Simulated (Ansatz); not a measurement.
I need a search for lower mean-field states of C2H2Zn, SMILES [CH]1=[CH][Zn]1. Use the Ansatz DFT code, driven from Python. Settings (for the species named): PBE, def2-SVP basis, multiplicity 1.

```xyz
5

C    -0.5062   -0.4082   -0.1867
C     0.3611    0.5644    0.0339
Zn    0.9094   -1.1653    0.8314
H    -1.4306   -0.6461   -0.6346
H     0.7161    1.5815   -0.0855
```

The script, `c2h2zn_states.py`:
```python
"""Restricted and unrestricted solutions of C2H2Zn, stretched and not."""

import warnings

import ansatz
import numpy as np


def main() -> None:
    warnings.simplefilter("ignore", ansatz.DeckWarning)

    geometry = (
        ansatz.Crystal.molecule()
        .atom("C", [-0.5062, -0.4082, -0.1867])
        .atom("C", [0.3611, 0.5644, 0.0339])
        .atom("Zn", [0.9094, -1.1653, 0.8314])
        .atom("H", [-1.4306, -0.6461, -0.6346])
        .atom("H", [0.7161, 1.5815, -0.0855])
    )
    symbols = [site.symbol for site in geometry.cartesian_sites]

    start = np.array([site.position_ang for site in geometry.cartesian_sites])
    for factor in [1.0, 1.25, 1.6]:
        xyz = (start - start.mean(axis=0)) * factor
        scaled = ansatz.Crystal.molecule()
        for symbol, place in zip(symbols, xyz):
            scaled = scaled.atom(symbol, place.tolist())
        model = scaled.calculation()
        model = model.basis(gaussian="def2-SVP")
        model = model.functional("pbe")
        model = model.spin("collinear")
        for search in ("off", "standard"):
            try:
                report = model.scf(lower_state_search=search).run(threads=1, pin="off").report
            except ansatz.AnsatzError as error:
                print(f"x{factor} search {search}: {type(error).__name__}")
                continue
            state = report["mean_field"]["state"]
            print(f"all distances x{factor}, search {search:8s} E = {report['free_energy_ev']:.5f} eV  <S^2> = {abs(state['spin_squared']):.3f}  other states met: {len(report['mean_field']['others'])}")


if __name__ == "__main__":
    main()
```

`python c2h2zn_states.py` gives:
```text
all distances x1.0, search off      E = -50502.08615 eV  <S^2> = 0.000  other states met: 0
all distances x1.0, search standard E = -50502.79547 eV  <S^2> = 1.003  other states met: 12
all distances x1.25, search off      E = -50498.63775 eV  <S^2> = 0.000  other states met: 0
all distances x1.25, search standard E = -50499.48247 eV  <S^2> = 1.095  other states met: 14
all distances x1.6, search off      E = -50492.32237 eV  <S^2> = 0.000  other states met: 0
all distances x1.6, search standard E = -50492.88152 eV  <S^2> = 1.512  other states met: 14
```

Notes:
- Total energies depend on the basis set; only differences at equal settings carry meaning.
- The count of other states can hold repeated and symmetry-equivalent ends of the search; scaling all distances is a test, and for more than two atoms no physical path.
- The structure is a rough, unrelaxed start.
- The expectation value of S² is noticeably off S(S+1) in at least one run, so that state is spin-contaminated.
- Finished in 100 s on 1 thread of Arm Neoverse N1, on a shared host, peak memory 0.22 GiB.
